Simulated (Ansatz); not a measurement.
Runs of Ansatz 0.2.0 on NbTe. Symmetry: P-6m2, No. 187, hexagonal system. Conventional cell: a = 3.703 Å, b = 3.703 Å, c = 3.694 Å, α = 90.00°, β = 90.00°, γ = 120.00°. Around Te (site symmetry -6m2) lie 6 Nb at 2.83 Å. Nb (site symmetry -6m2) is surrounded by 6 Te at 2.83 Å. The cell comes from a database or a generator and needn't be the stable form of this composition.

| U | gap on the mesh (eV) | pressure (GPa) |
| --- | --- | --- |
| Nb d U = 8 eV | none | (a) |
| Nb d U = 3 eV | none | -4.7 |
| Nb d U = 1 eV | none | (b) |
| Nb d U = 6 eV | none | -1.0 |
| Nb d U = 5 eV | none | -4.0 |

Alike in all rows: task projected density of states; level PBEsol+U; potentials or basis Ansatz PAW; no spin polarisation; cell as given; k mesh 8 × 8 × 7; cutoff (eV) 420; smearing fermi-dirac 0.05 eV.

Problem. Fill in the values left out.

Solution. (a) 8.4; (b) -5.1.

Caveats: U without spin polarisation on a metal has little footing; the PAW data sets come from PBE, with cores solved anew for the run's functional, which leaves a small shift of forces and pressure; the U is typed as a test and isn't derived for this compound.

A k mesh can miss the band edges, and the runs leave out spin-orbit coupling on Nb, Te.

A gap of «none» marks a metal or a gap under the smearing width.
